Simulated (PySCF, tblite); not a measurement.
# C4H14BGeN: geometry, infrared bands and NMR shifts

Wanted: the infrared bands and NMR shifts of C4H14BGeN (`B[N](C)[GeH2][CH](C)C`), by calculation.

Programs: tblite 0.8.0 and PySCF 2.14.0, with density-fitted response routines of our own. Each step states its level of theory. These are calculated values for one molecule in the gas phase, unless marked as measured. Atoms count from 0, in the outputs and in this text.

### 1 The molecule as given

21 atoms, charge 0, multiplicity 1; geometry from: force field or distance geometry start.

Bonds of the start (Å): B0–N1 1.53, N1–C2 1.48, N1–Ge3 1.87, Ge3–C4 1.97, C4–C5 1.53, C4–C6 1.53, B0–H7 1.17, B0–H8 1.18, C2–H9 1.11, C2–H10 1.10, C2–H11 1.12, Ge3–H12 1.55, Ge3–H13 1.54, C4–H14 1.10, C5–H15 1.10, C5–H16 1.11, C5–H17 1.11, C6–H18 1.11, C6–H19 1.11, C6–H20 1.11.

### 2 Geometry optimisation with GFN2-xTB

The job: settings as JSON, then the geometry in Å.

```
{"job": {"kind": "relax", "xc": "GFN2-xTB", "basis": "xTB"}, "charge": 0, "multiplicity": 1}
B      2.639000    -0.038700    -1.406600
N      1.504300    -0.593100    -0.541300
C      2.068800    -1.068000     0.747200
Ge     0.305300     0.808500    -0.215400
C     -1.268000     0.126400     0.746900
C     -2.271700     1.262700     0.951300
C     -1.898300    -1.014700    -0.053200
H      2.845300    -0.504500    -2.462800
H      3.305400     0.858900    -1.024300
H      2.547200    -0.240700     1.313400
H      2.794100    -1.880800     0.569100
H      1.243400    -1.494500     1.370800
H      0.986700     1.899500     0.657200
H     -0.144500     1.413100    -1.558900
H     -0.944200    -0.245000     1.732700
H     -2.608800     1.676400    -0.008500
H     -3.149200     0.897000     1.519800
H     -1.796000     2.072200     1.543600
H     -1.167100    -1.840500    -0.165900
H     -2.777100    -1.413600     0.500500
H     -2.223500    -0.663600    -1.050500
```

The run is started by

```console
OMP_NUM_THREADS=1 python probes_run.py task.json out
```

The driver reads the jobs from task.json and runs them one after another.

**Question.** This job is followed by: GFN2-xTB harmonic vibrations, gas phase; GIAO PBE0/pcSseg-1 NMR shielding, non-relativistic, gas phase. What will the session give for the following? strongest single infrared mode (GFN2-xTB); zero-point energy (GFN2-xTB); 13C shifts against TMS (PBE0/pcSseg-1, means over atoms taken as alike); 1H shifts against TMS (PBE0/pcSseg-1, means over atoms taken as alike); 11B shifts against BF3·OEt2 (PBE0/pcSseg-1); 15N shifts against NH3 (PBE0/pcSseg-1); 73Ge shifts against GeMe4 (PBE0/pcSseg-1).

**Answer**, as computed:

| quantity | value |
| --- | --- |
| strongest single infrared mode (GFN2-xTB) | 1987 cm⁻¹, 416 km/mol |
| zero-point energy (GFN2-xTB) | 107.0 kcal/mol |
| 13C shifts against TMS (PBE0/pcSseg-1, means over atoms taken as alike) | 45.7, 20.9, 20.0 ppm |
| 1H shifts against TMS (PBE0/pcSseg-1, means over atoms taken as alike) | 4.88, 4.74, 3.26, 1.72, 1.23 ppm |
| 11B shifts against BF3·OEt2 (PBE0/pcSseg-1) | 41.2 ppm |
| 15N shifts against NH3 (PBE0/pcSseg-1) | 143.3 ppm |
| 73Ge shifts against GeMe4 (PBE0/pcSseg-1) | -22 ppm |

What this shows: The optimisation took 175 steps and gained 1.325 eV; among the close pairs (by a distance rule), B0–N1 changed most, from 1.531 to 1.387 Å. All 57 modes are real, so the xTB geometry is a minimum. The strongest single mode, at 1987 cm⁻¹, moves mainly H13. Unscaled tight-binding wavenumbers are off by several per cent, some by more. Its intensities can rank the bands wrongly. The most deshielded carbon is C2 (methyl carbon bonded to N), at 45.7 ppm: pulled downfield by the heteroatom. Spin-orbit coupling is left out, which matters for shieldings and couplings at and beside the heavy atoms.
